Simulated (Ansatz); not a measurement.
CH5BOS2, SMILES COB(S)S, a single point in a Gaussian basis

Computed with Ansatz 0.2.0, Python API.

Interactive session:
```pycon
>>> import ansatz as az
>>> from ase import Atoms
>>> atoms = Atoms(["C", "O", "B", "S", "S", "H", "H", "H", "H", "H"], positions=[
...     (0.098, -1.6914, -0.2599),
...     (0.7141, -0.5478, 0.2946),
...     (-0.1268, 0.6644, 0.0576),
...     (-1.2843, 1.2125, 1.3543),
...     (0.1884, 1.7097, -1.4806),
...     (0.6643, -2.5382, -0.102),
...     (-0.9112, -1.8213, 0.2182),
...     (-0.0294, -1.5163, -1.3811),
...     (-0.3974, 1.9852, 2.0904),
...     (1.1673, 2.4919, -0.7885),
... ])
>>> geometry = az.Crystal.molecule_from_ase(atoms)
>>> setup = (
...     geometry.calculation()
...     .basis(gaussian="def2-TZVP")
...     .functional("b3lyp")
...     .scf(lower_state_search="standard")
... )
>>> result = setup.run(threads=1)
>>> r = result.report
>>> r["reference_energy_ev"]
-25516.59148885183
>>> type(result).__name__, type(r).__name__
('RunOutcome', 'dict')
>>> {key: value for key, value in r.items() if isinstance(value, (int, float)) and "ev" in key}
{'free_energy_ev': -25516.59148885183, 'reference_energy_ev': -25516.59148885183}
>>> print(f"E = {r['free_energy_ev']:.6f} eV = {r['free_energy_ev'] / 27.211386246:.7f} Ha")
E = -25516.591489 eV = -937.7174414 Ha
>>> print("converged:", r["converged"], " doubts:", r["published_state_doubts"] or "none")
converged: True  doubts: none
```

What to keep in mind:
- The settings weren't tested for convergence.
- The geometry is a force-field or estimated start, not a minimum of this method, and the basis set is short of its limit.
- b3lyp holds the VWN-RPA fit, as in Gaussian; the form of ORCA and Turbomole is b3lyp5.
- Hardware and time: 8.3 s on 1 thread of AMD EPYC 7R43 64-Core Processor (Zen 3), on a shared host, peak memory 0.44 GiB.
